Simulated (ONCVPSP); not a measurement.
# Co: the cost of one run

The numbers are computed with ONCVPSP 4.0.1.1 (patched build) (PBE, scalar-relativistic, spin-unpolarised reference atom).

### Step 1. Settings

The settings as typed:

* element: cobalt (Co, Z = 27)
* type: optimised norm-conserving Vanderbilt (ONCV)
* frozen core: [Ne]
* valence charge: 17
* reference configuration: 3s2 3p6 3d7 (charge +2)
* partial waves: 3s: rc 0.85 bohr, ncon 4, nbas 7, qcut 7.4 1/bohr, 2 projectors, debl 3.6 Ha; 3p: rc 1.10 bohr, ncon 5, nbas 9, qcut 13.1 1/bohr, 2 projectors, debl 0.6 Ha; 3d: rc 1.45 bohr, ncon 4, nbas 8, qcut 11.9 1/bohr, 3 projectors, debl 3.5 Ha
* local potential: polynomial inside 0.80 bohr (lpopt 5, dvloc0 0 Ha)
* core correction: Teter function, fcfact 4.25, rcfact 1.35

The outer shells as boxes (Hund's rule for the drawing; the calculation is spin-unpolarised):

```
[Ne] core
3s [↑↓]
3p [↑↓][↑↓][↑↓]
3d [↑↓][↑↓][↑ ][↑ ][↑ ]
```

An earlier all-electron run gives the scale for the radii.

All-electron outer shells of the reference configuration (PBE, scalar-relativistic, ld1.x):

```tsv
shell	level (eV)	outermost node (bohr)	outermost maximum (bohr)
3s	-121.48	0.31	0.67
3p	-84.73	0.28	0.68
3d	-27.06	–	0.66
4s	-20.94	0.95	2.10
4p	-14.67	1.03	2.50
```

### Step 2. Generation

Co.dat

```
# ATOM AND REFERENCE CONFIGURATION
# atsym  z   nc   nv     iexc    psfile
  Co 27.00    3    3        4      upf
#
#   n    l    f
    1    0    2.00
    2    0    2.00
    2    1    6.00
    3    0    2.00
    3    1    6.00
    3    2    7.00
#
# PSEUDOPOTENTIAL AND OPTIMIZATION
# lmax
    2
#
#   l,   rc,      ep,       ncon, nbas, qcut
    0    0.85    0.00    4    7    7.40
    1    1.10    0.00    5    9   13.10
    2    1.45    0.00    4    8   11.90
#
# LOCAL POTENTIAL
# lloc, lpopt,  rc(5),   dvloc0
    4    5    0.80    0.00
#
# VANDERBILT-KLEINMAN-BYLANDER PROJECTORs
# l, nproj, debl
    0    2    3.60
    1    2    0.60
    2    3    3.50
#
# MODEL CORE CHARGE
# icmod, fcfact, rcfact
    3    4.25    1.35
#
# LOG DERIVATIVE ANALYSIS
# epsh1, epsh2, depsh
   -6.00    5.00    0.04
#
# OUTPUT GRID
# rlmax, drl
    6.00    0.01
#
# TEST CONFIGURATIONS
# ncnf
    4
# nvcnf
#   n    l    f
    4
    3    0    2.00
    3    1    6.00
    3    2    7.00
    4    0    2.00
#
    4
    3    0    2.00
    3    1    6.00
    3    2    7.00
    4    0    1.00
#
    3
    3    0    2.00
    3    1    6.00
    3    2    6.00
#
    4
    3    0    2.00
    3    1    5.00
    3    2    7.00
    4    0    2.00
#
```

Launch:

```console
$ oncvpsp.x < Co.dat > Co.out
```

**Question.** How long does this run take on 1 thread of Neoverse-N1, shared host?

About 6.8 s.
